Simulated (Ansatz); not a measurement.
The system is MnS.

```
CELL_PARAMETERS angstrom
0.00000 2.60450 2.60450
2.60450 0.00000 2.60450
2.60450 2.60450 0.00000
ATOMIC_POSITIONS crystal
Mn 0.00000 0.00000 0.00000
S 0.50000 0.50000 0.50000
```

- Program: Ansatz 0.2.0
- Task: relaxation of cell and atoms
- Functional: PBEsol
- Dispersion: D3(BJ)
- Potentials or basis: all-electron LAPW, scalar-relativistic
- Basis error allowed: 0.001 eV/atom
- k mesh: 9 × 9 × 9
- Occupations: fermi-dirac, width 0.05 eV
- Spin: collinear spin, ferromagnetic start
- Starting moments: [4.0, 0.0] μB

At the start: volume 17.67 Å³/atom.

Question: Where does the relaxation end?

Answer: Over 14 steps the energy falls by 101.8 meV/atom and the volume is 15.76 Å³/atom (-10.8 %); space group Fm-3m (No. 225, to 0.05 Å); moment 4.28 μB per cell.

Step by step:
| step | energy change (eV) | largest force (eV/Å) | volume (Å³) |
| --- | --- | --- | --- |
| 1 | 0.0000 | 0.0000 | 35.33 |
| 2 | -0.1742 | 0.0000 | 31.33 |
| 3 | -0.1784 | 0.0000 | 32.16 |
| 4 | -0.1878 | 0.0000 | 31.96 |
| 5 | -0.1937 | 0.0000 | 31.82 |
| 6 | -0.1962 | 0.0000 | 31.76 |
| 7 | -0.1976 | 0.0000 | 31.73 |
| 8 | -0.1987 | 0.0000 | 31.71 |
| 9 | -0.2025 | 0.0000 | 31.48 |
| 10 | -0.2028 | 0.0000 | 31.58 |
| 11 | -0.2035 | 0.0000 | 31.54 |
| 12 | -0.2035 | 0.0000 | 31.53 |
| 13 | -0.2035 | 0.0000 | 31.53 |
| 14 | -0.2035 | 0.0000 | 31.53 |

Final structure:
```
Mn S
1.0
     0.00000    2.50738    2.50738
     2.50738    0.00000    2.50738
     2.50738    2.50738    0.00000
Mn S
1 1
Direct
  0.00000 0.00000 0.00000
  0.50000 0.50000 0.50000
```

Caveat: the volume moved by -11 % from the deposited cell, more than functionals usually miss; a cell with one magnetic atom can't hold antiferromagnetic order, which such compounds often take.
